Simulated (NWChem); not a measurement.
# A workflow on the pair BH2OF···BNH4

We compute the energy (singlet B2NH6OF, CAM-B3LYP-D3(BJ)/pcseg-1), then a single-point energy (singlet BH2OF, CAM-B3LYP-D3(BJ)/pcseg-1), then a single-point energy (singlet BNH4, CAM-B3LYP-D3(BJ)/pcseg-1), then the energy (singlet BH2OF, CAM-B3LYP-D3(BJ)/pcseg-1), then the energy (singlet BNH4, CAM-B3LYP-D3(BJ)/pcseg-1) of B2FH6NO and its partners. 

The calculation is run with NWChem 7.3.0.

### Step 1. The system as given

B2NH6OF has 11 atoms, charge 0, and is taken as a singlet. The two molecules were placed rigidly side by side, at 0.8 times their contact distance; the pair isn't optimised.

Bond lengths: O1–B2 1.344 Å, B2–F3 1.332 Å, B6–N7 1.385 Å, O1–H4 0.963 Å, B2–H5 1.192 Å, B6–H8 1.197 Å, B6–H9 1.197 Å, N7–H10 1.006 Å, N7–H11 1.006 Å. Angles: O1–B2–F3 120.3°, O1–B2–H5 120.1°, F3–B2–H5 119.6°, B2–O1–H4 113.4°, B6–N7–H10 123.2°, B6–N7–H11 123.2°, N7–B6–H8 119.0°, N7–B6–H9 119.0°, H10–N7–H11 113.5°, H8–B6–H9 122.0°.

### Step 2. A single-point energy at CAM-B3LYP-D3(BJ)/pcseg-1 (run 1)

Input file work.nw:

```
start work
memory 2200 mb
geometry units atomic noautosym nocenter noautoz
   O     -1.84320107     0.32529746     0.31210717
   B      0.67089057    -0.02921517     0.39563306
   F      1.94494392    -0.58384978    -1.70309677
   H     -2.54580124     0.13632484    -1.35595408
   H      1.77316782     0.15144265     2.35131063
   B      0.34453487    -3.80471789     4.83021556
   N     -1.92793639    -2.59780650     5.30833517
   H      2.21723456    -3.06562710     5.86166588
   H      0.37677359    -5.55526568     3.39789765
   H     -3.57205481    -3.11791582     4.50864087
   H     -2.09304176    -1.11724388     6.48863921
end
basis spherical bse
   * library pcseg-1
end
dft
   xc xcamb88 1.00 lyp 0.81 vwn_5 0.19 hfexch 1.00
   cam 0.33 cam_alpha 0.19 cam_beta 0.46
   disp vdw 4
   grid fine
   convergence energy 1e-08
   direct
   iterations 100
   mulliken
   print low
end
task dft energy
```

Run with:

```console
$ nwchem work.nw > work.out
```

Standard output:

```text
[...]
 d= 0,ls=0.0,diis     1   -283.0081680956 -4.36D+02  9.82D-03  8.65D-01     3.6
[...]
 d= 0,ls=0.0,diis     9   -283.1066551631 -9.45D-09  6.54D-07  1.15D-08    34.2
         Total DFT energy =     -283.106655163068
      One electron energy =     -691.943295058227
           Coulomb energy =      291.641664038010
    Exchange-Corr. energy =      -36.286637698354
 Nuclear repulsion energy =      153.486131179318
    Dispersion correction =       -0.004517623815
[...]
      Total Density - Mulliken Population Analysis
     ---------------------------------------------
    Atom       Charge   Shell Charges
 -----------   ------   -------------------------------------------------------
    1 O    8     8.34   1.99  0.90  0.79  3.00  1.64  0.01
    2 B    5     4.56   1.99  0.62  0.13  1.47  0.22  0.13
    3 F    9     9.26   2.00  0.95  0.94  3.46  1.90  0.01
    4 H    1     0.76   0.67  0.03  0.06
    5 H    1     1.08   0.78  0.29  0.01
    6 B    5     4.96   1.99  0.64  0.32  1.58  0.38  0.05
    7 N    7     7.32   1.99  0.81  0.56  2.56  1.38  0.01
    8 H    1     1.04   0.78  0.25  0.01
    9 H    1     1.04   0.78  0.26  0.01
   10 H    1     0.82   0.72  0.06  0.04
[...]
```

Wall time 35 s (1 thread of Intel Xeon 6975P-C (Granite Rapids), shared host); peak memory 0.12 GiB.

### Step 3. BH2OF: the energy at CAM-B3LYP-D3(BJ)/pcseg-1 (run 2)

Input file a.nw:

```
start a
memory 2200 mb
charge 0

geometry units angstrom noautosym nocenter noautoz
 O       -0.975380       0.172140       0.165160
 B        0.355020      -0.015460       0.209360
 F        1.029220      -0.308960      -0.901240
 H       -1.347180       0.072140      -0.717540
 H        0.938320       0.080140       1.244260
end

basis spherical bse
 * library pcseg-1
end

dft
 xc xcamb88 1.00 lyp 0.81 vwn_5 0.19 hfexch 1.00
 cam 0.33 cam_alpha 0.19 cam_beta 0.46
 mult 1
 disp vdw 4
 grid fine
 convergence energy 1e-08
 direct
 iterations 100
 mulliken
 noprint "final vectors analysis"
end

task dft
```

Run with:

```console
$ nwchem a.nw > a.out
```

Standard output:

```text
[...]
          Wavefunction type:  closed shell.
          No. of atoms     :     5
          No. of electrons :    24
[...]
          Charge           :     0
          Spin multiplicity:     1
[...]
          AO basis - number of functions:    52
[...]
              XC Information
              --------------
                     Hartree-Fock (Exact) Exchange  1.000
                   CAM-Becke88 Exchange Functional  1.000
                      VWN V Correlation Functional  0.190 local
              Lee-Yang-Parr Correlation Functional  0.810
[...]
 d= 0,ls=0.0,diis     1   -201.0597155593 -2.65D+02  1.62D-02  6.35D-01     0.6
[...]
 d= 0,ls=0.0,diis     9   -201.1289451523 -4.60D-09  8.95D-07  5.72D-09     4.8
         Total DFT energy =     -201.128945152297
      One electron energy =     -404.618482785079
           Coulomb energy =      163.066689769192
    Exchange-Corr. energy =      -23.851868636155
 Nuclear repulsion energy =       64.275796038777
    Dispersion correction =       -0.001079539032
[...]
      Total Density - Mulliken Population Analysis
     ---------------------------------------------
    Atom       Charge   Shell Charges
 -----------   ------   -------------------------------------------------------
    1 O    8     8.33   1.99  0.90  0.78  3.00  1.64  0.01
    2 B    5     4.57   1.99  0.62  0.15  1.47  0.22  0.13
    3 F    9     9.26   2.00  0.95  0.94  3.46  1.91  0.01
    4 H    1     0.76   0.67  0.03  0.06
    5 H    1     1.08   0.78  0.30  0.01
[...]
```

Wall time 5.4 s (1 thread of Intel Xeon 6975P-C (Granite Rapids), shared host); peak memory 0.12 GiB.

### Step 4. BNH4: the energy at CAM-B3LYP-D3(BJ)/pcseg-1 (run 3)

Input file bh4n.nw:

```
start bh4n
memory total 2200 mb

geometry noautosym nocenter noautoz
  B        0.182320      -2.013370       2.556040
  N       -1.020220      -1.374700       2.809050
  H        1.173310      -1.622260       3.101860
  H        0.199380      -2.939720       1.798090
  H       -1.890250      -1.649930       2.385870
  H       -1.107590      -0.591220       3.433640
end

basis spherical bse
  * library pcseg-1
end

dft
  xc xcamb88 1.00 lyp 0.81 vwn_5 0.19 hfexch 1.00
  cam 0.33 cam_alpha 0.19 cam_beta 0.46
  disp vdw 4
  grid fine
  convergence energy 1e-08
  direct
  maxiter 100
  mulliken
  noprint "final vectors analysis"
end

task dft energy
```

Run with:

```console
$ nwchem bh4n.nw > bh4n.out
```

Standard output:

```text
[...]
          Wavefunction type:  closed shell.
          No. of atoms     :     6
          No. of electrons :    16
[...]
          Charge           :     0
          Spin multiplicity:     1
[...]
          AO basis - number of functions:    48
[...]
              XC Information
              --------------
                     Hartree-Fock (Exact) Exchange  1.000
                   CAM-Becke88 Exchange Functional  1.000
                      VWN V Correlation Functional  0.190 local
              Lee-Yang-Parr Correlation Functional  0.810
[...]
 d= 0,ls=0.0,diis     1    -81.9509959515 -1.14D+02  8.78D-03  2.23D-01     0.6
[...]
 d= 0,ls=0.0,diis     8    -81.9789419598 -1.19D-09  2.30D-07  1.07D-10     4.1
         Total DFT energy =      -81.978941959824
      One electron energy =     -173.415790014609
           Coulomb energy =       71.544671038749
    Exchange-Corr. energy =      -12.422483042725
 Nuclear repulsion energy =       32.316098326346
    Dispersion correction =       -0.001438267585
[...]
      Total Density - Mulliken Population Analysis
     ---------------------------------------------
    Atom       Charge   Shell Charges
 -----------   ------   -------------------------------------------------------
    1 B    5     4.93   1.99  0.64  0.29  1.58  0.38  0.05
    2 N    7     7.33   1.99  0.81  0.56  2.56  1.40  0.01
    3 H    1     1.05   0.78  0.26  0.01
    4 H    1     1.05   0.78  0.26  0.01
    5 H    1     0.82   0.72  0.06  0.04
    6 H    1     0.82   0.72  0.06  0.04
[...]
```

Run time: 4.8 s. Hardware: 1 thread of Intel Xeon 6975P-C (Granite Rapids), shared host; peak memory 0.12 GiB.

### Step 5. BH2OF among ghost functions: a single-point energy at CAM-B3LYP-D3(BJ)/pcseg-1 (with ghost functions) (run 4)

Input file bfh2o.nw:

```
start bfh2o
title "BFH2O"
memory total 2200 mb
geometry units au noautosym nocenter noautoz
O  -1.84320107  0.32529746  0.31210717
B   0.67089057 -0.02921517  0.39563306
F   1.94494392 -0.58384978 -1.70309677
H  -2.54580124  0.13632484 -1.35595408
H   1.77316782  0.15144265  2.35131063
bqB      0.344535    -3.804718     4.830216
bqN     -1.927936    -2.597807     5.308335
bqH      2.217235    -3.065627     5.861666
bqH      0.376774    -5.555266     3.397898
bqH     -3.572055    -3.117916     4.508641
bqH     -2.093042    -1.117244     6.488639
end
basis spherical bse
O library pcseg-1
B library pcseg-1
F library pcseg-1
H library pcseg-1
bqB library B pcseg-1
bqN library N pcseg-1
bqH library H pcseg-1
end
dft
xc xcamb88 1.00 lyp 0.81 vwn_5 0.19 hfexch 1.00
cam 0.33 cam_alpha 0.19 cam_beta 0.46
disp vdw 4
grid fine
convergence energy 1e-08
direct
maxiter 100
mulliken
print low
end
task dft energy
```

Run with:

```console
$ nwchem bfh2o.nw > bfh2o.out
```

Standard output:

```text
[...]
 d= 0,ls=0.0,diis     1   -201.0602993901 -2.65D+02  8.74D-03  6.36D-01     3.0
[...]
 d= 0,ls=0.0,diis     9   -201.1298014277 -4.90D-09  4.86D-07  6.27D-09    31.9
         Total DFT energy =     -201.129801427721
      One electron energy =     -404.598560755977
           Coulomb energy =      163.043620228156
    Exchange-Corr. energy =      -23.849572783477
 Nuclear repulsion energy =       64.275791422601
    Dispersion correction =       -0.001079539024
[...]
      Total Density - Mulliken Population Analysis
     ---------------------------------------------
    Atom       Charge   Shell Charges
 -----------   ------   -------------------------------------------------------
    1 O    8     8.33   1.99  0.90  0.79  3.00  1.64  0.01
    2 B    5     4.56   1.99  0.62  0.13  1.47  0.22  0.13
    3 F    9     9.26   2.00  0.95  0.94  3.46  1.90  0.01
    4 H    1     0.75   0.67  0.03  0.06
    5 H    1     1.08   0.78  0.30  0.01
    6 X    0     0.01  -0.00 -0.00  0.01  0.00  0.01  0.00
    7 X    0     0.00   0.00 -0.00 -0.00 -0.00  0.00  0.00
    8 X    0    -0.00  -0.00 -0.00 -0.00
    9 X    0    -0.00  -0.00 -0.00 -0.00
   10 X    0     0.00   0.00  0.00  0.00
[...]
```

Run time: 33 s. Hardware: 1 thread of Intel Xeon 6975P-C (Granite Rapids), shared host; peak memory 0.12 GiB.

### Step 6. BNH4 among ghost functions: a single-point energy at CAM-B3LYP-D3(BJ)/pcseg-1 (with ghost functions) (run 5)

Input file work.nw:

```
start work
title "BH4N"
memory total 2200 mb

geometry units bohr noautosym nocenter noautoz
  B   0.34453487 -3.80471789  4.83021556
  N  -1.92793639 -2.59780650  5.30833517
  H   2.21723456 -3.06562710  5.86166588
  H   0.37677359 -5.55526568  3.39789765
  H  -3.57205481 -3.11791582  4.50864087
  H  -2.09304176 -1.11724388  6.48863921
  bqO     -1.843201     0.325297     0.312107
  bqB      0.670891    -0.029215     0.395633
  bqF      1.944944    -0.583850    -1.703097
  bqH     -2.545801     0.136325    -1.355954
  bqH      1.773168     0.151443     2.351311
end

basis spherical bse
  B library pcseg-1
  N library pcseg-1
  H library pcseg-1
  bqO library O pcseg-1
  bqB library B pcseg-1
  bqF library F pcseg-1
  bqH library H pcseg-1
end

dft
  xc xcamb88 1.00 lyp 0.81 vwn_5 0.19 hfexch 1.00
  cam 0.33 cam_alpha 0.19 cam_beta 0.46
  disp vdw 4
  grid fine
  convergence energy 1e-08
  direct
  maxiter 100
  mulliken
  print low
end

task dft energy
```

Run with:

```console
$ nwchem work.nw > work.out
```

Standard output:

```text
[...]
 d= 0,ls=0.0,diis     1    -81.9513297264 -1.14D+02  4.32D-03  2.24D-01     2.9
[...]
 d= 0,ls=0.0,diis     8    -81.9794445375 -1.18D-09  1.10D-07  1.03D-10    26.2
         Total DFT energy =      -81.979444537529
      One electron energy =     -173.407427751036
           Coulomb energy =       71.534656213760
    Exchange-Corr. energy =      -12.421330698068
 Nuclear repulsion energy =       32.316095965387
    Dispersion correction =       -0.001438267571
[...]
      Total Density - Mulliken Population Analysis
     ---------------------------------------------
    Atom       Charge   Shell Charges
 -----------   ------   -------------------------------------------------------
    1 B    5     4.91   1.99  0.64  0.29  1.58  0.36  0.05
    2 N    7     7.34   1.99  0.81  0.57  2.56  1.40  0.01
    3 H    1     1.05   0.78  0.26  0.01
    4 H    1     1.05   0.78  0.26  0.01
    5 H    1     0.82   0.72  0.06  0.04
    6 H    1     0.82   0.72  0.06  0.04
    7 X    0     0.00   0.00  0.00 -0.00 -0.00  0.00  0.00
    8 X    0     0.00   0.00  0.00  0.00  0.00  0.00  0.00
    9 X    0    -0.00  -0.00 -0.00  0.00  0.00 -0.00 -0.00
   10 X    0    -0.00  -0.00 -0.00 -0.00
[...]
```

It took 27 s on 1 thread of Intel Xeon 6975P-C (Granite Rapids), shared host; peak memory 0.12 GiB.

### Step 7. Results

```
                                                                                                                 quantity          value
                                                                            run 1, CAM-B3LYP-D3(BJ)/pcseg-1: total energy  -283.10666 Eh
                                                                       run 1, CAM-B3LYP-D3(BJ)/pcseg-1: dispersion energy  -11.86 kJ/mol
                                                                                                      BH2OF: total energy  -201.12895 Eh
                                                                                                     BH2OF: dipole moment         1.18 D
                                                                                                 BH2OF: dispersion energy   -2.83 kJ/mol
                                                                                                       BNH4: total energy   -81.97894 Eh
                                                                                                      BNH4: dipole moment         2.08 D
                                                                                                  BNH4: dispersion energy   -3.78 kJ/mol
                                                                                BH2OF among ghost functions: total energy  -201.12980 Eh
                                                                           BH2OF among ghost functions: dispersion energy   -2.83 kJ/mol
                                                                                 BNH4 among ghost functions: total energy   -81.97944 Eh
                                                                            BNH4 among ghost functions: dispersion energy   -3.78 kJ/mol
              interaction energy of the rigid parts BH2OF and BNH4 (parts in their own basis; closest atoms 2.53 Å apart)       0.034 eV
interaction energy of the rigid parts BH2OF and BNH4 (parts in the whole basis, counterpoise; closest atoms 2.53 Å apart)       0.070 eV
```

The interaction energy of the rigid parts BH2OF and BNH4 (parts in their own basis; closest atoms 2.53 Å apart) is 0.03 eV (0.8 kcal/mol): the parts repel at this shape. Without counterpoise this holds the superposition error of the basis. The interaction energy of the rigid parts BH2OF and BNH4 (parts in the whole basis, counterpoise; closest atoms 2.53 Å apart) is 0.07 eV (1.6 kcal/mol): the parts repel at this shape. The basis-set superposition error is 3.6 kJ/mol. Mulliken charges (run 1, CAM-B3LYP-D3(BJ)/pcseg-1) run from -0.34 on O1 to +0.44 on B2. Mulliken charges (BH2OF) run from -0.33 on O1 to +0.43 on B2. Mulliken charges (BNH4) run from -0.33 on N2 to +0.18 on H5.
